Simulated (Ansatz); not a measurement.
# CH4BBrOS: a ladder of functionals and wavefunction methods

How much do the methods differ for CH4BBrOS? The plan is to run it at one geometry with functionals of several rungs and with coupled cluster, and see how far each lands from CCSD(T) at the basis-set limit for the atomisation energy.

Program: Ansatz 0.2.0, Gaussian basis. Level of theory: functionals in def2-TZVPP, the program's frozen cores in correlated methods. These are calculated values, not measurements.

Levels to be run: LDA (SPW92), PBE-D4, revPBE-D4, BLYP-D4, r2SCAN-D4, B97M-V, PBE0-D4, B3LYP-D4, r2SCANh-D4, r2SCAN0-D4, HSE06-D4, BHLYP-D4, CAM-B3LYP-D4, LC-ωPBE, ωB97X-V, ωB97M-V, B2PLYP, PBE-QIDH; CCSD(T)/def2-SVP; CCSD(T)/def2-TZVPP; MP2/def2-QZVPP; extrapolation to the limit; RPA on PBE.

## Step 1: The relaxed structure

All runs share one geometry, relaxed beforehand with PBE0-D4 in a triple-zeta def2 set.

SMILES `COB(S)Br`, 9 atoms, charge 0, spin multiplicity 1.

Atoms are counted from 1 here; the program's logs count them from 0.

Bond lengths: C1–O2 1.418 Å, C1–H6 1.093 Å, C1–H7 1.089 Å, C1–H8 1.093 Å, O2–B3 1.338 Å, B3–S4 1.812 Å, B3–Br5 1.928 Å, S4–H9 1.340 Å. Angles: O2–C1–H6 110.7°, O2–C1–H7 107.4°, O2–C1–H8 110.7°, H6–C1–H7 109.4°, H6–C1–H8 109.3°, H7–C1–H8 109.4°, C1–O2–B3 122.1°, O2–B3–S4 121.7°, O2–B3–Br5 116.9°, S4–B3–Br5 121.4°, B3–S4–H9 95.8°.

## Step 2: LDA

This LDA is Slater exchange with PW92 correlation.

in.yaml

```yaml
crystal:
  periodic: [false, false, false]
  atoms:
    - {symbol: C, position_ang: [0.525634, 0.144314, 1.364468]}
    - {symbol: O, position_ang: [-0.464020, 0.667255, 0.494065]}
    - {symbol: B, position_ang: [-0.612670, 0.226122, -0.760649]}
    - {symbol: S, position_ang: [0.443804, -1.078557, -1.442066]}
    - {symbol: Br, position_ang: [-2.004964, 1.043701, -1.815140]}
    - {symbol: H, position_ang: [0.372160, -0.925995, 1.525758]}
    - {symbol: H, position_ang: [0.434097, 0.669205, 2.313799]}
    - {symbol: H, position_ang: [1.525904, 0.307919, 0.954813]}
    - {symbol: H, position_ang: [-0.131447, -1.100164, -2.652247]}
basis:
  gaussian: {orbitals: def2-TZVPP}
hamiltonian: {xc: lda}
output: {orbitals: {seedname: orbitals}}
```

After this run come: PBE-D4 (GGA); revPBE-D4 (GGA); BLYP-D4 (GGA); r2SCAN-D4 (meta-GGA); B97M-V (meta-GGA); PBE0-D4 (hybrid); B3LYP-D4 (hybrid); r2SCANh-D4 (hybrid); r2SCAN0-D4 (hybrid); HSE06-D4 (hybrid); BHLYP-D4 (hybrid); CAM-B3LYP-D4 (range-separated); LC-ωPBE-D4 (range-separated); ωB97X-V (range-separated); ωB97M-V (range-separated); B2PLYP (double hybrid); PBE-QIDH (double hybrid); CCSD(T) in def2-SVP; CCSD(T) in def2-TZVPP; MP2 in def2-QZVPP; RPA on PBE orbitals.

Before running them: what should the planned runs give, taken together? Wanted: atomisation energy, CCSD(T)/CBS; farthest beyond LDA; mean size of error, GGA; mean size of error, meta-GGA; mean size of error, hybrid; mean size of error, range-separated; mean size of error, double hybrid; gap, smallest and largest; T1 diagnostic.

**Answer**, as computed:

```
                               quantity                                                                                                                                          value
        atomisation energy, CCSD(T)/CBS                                                                                                                                      34.822 eV
    functionals within 0.348 eV (1.0 %)  revPBE-D4, BLYP-D4, r2SCAN-D4, B97M-V, PBE0-D4, B3LYP-D4, r2SCANh-D4, r2SCAN0-D4, HSE06-D4, CAM-B3LYP-D4, LC-ωPBE, ωB97X-V, ωB97M-V, PBE-QIDH
                    farthest beyond LDA                                                                                                                           BHLYP-D4 (-1.171 eV)
                mean size of error, GGA                                                                                                                                       0.356 eV
           mean size of error, meta-GGA                                                                                                                                       0.278 eV
             mean size of error, hybrid                                                                                                                                       0.349 eV
    mean size of error, range-separated                                                                                                                                       0.114 eV
      mean size of error, double hybrid                                                                                                                                       0.243 eV
              gap, smallest and largest                                                                                                      5.48 eV (LDA (SPW92)), 12.73 eV (LC-ωPBE)
                          T1 diagnostic                                                                                                                                         0.0111
triples share of the correlation energy                                                                                                                                          3.9 %
```

In words: The LDA atomisation energy is off by 5.528 eV (16 %): it overbinds. PBE-D4 misses by +0.912 eV. Double hybrids carry the basis error of their MP2 part in triple zeta, and no dispersion term here, so their miss is partly the set-up's. The rungs range-separated, double hybrid, meta-GGA miss on average by less than the doubt on the reference (0.348 eV), so they tie. The reference freezes the cores and leaves out relativity and excitations past (T), and its outer-core shells are covered unevenly, so misses under about 0.348 eV can't be ranked. All levels share the lack of spin-orbit coupling, which lowers the free heavy atoms and so the true binding. Hartree-Fock recovers 73 % of the binding; the rest is correlation. CCSD(T) in def2-SVP is off by -1.766 eV, so the small basis spoils what the method gains. The gap grows from 5.5 to 12.7 eV across the functionals, mostly with the share of exact exchange. Correlated methods include outer-core shells of Br, which these sets cover unevenly.
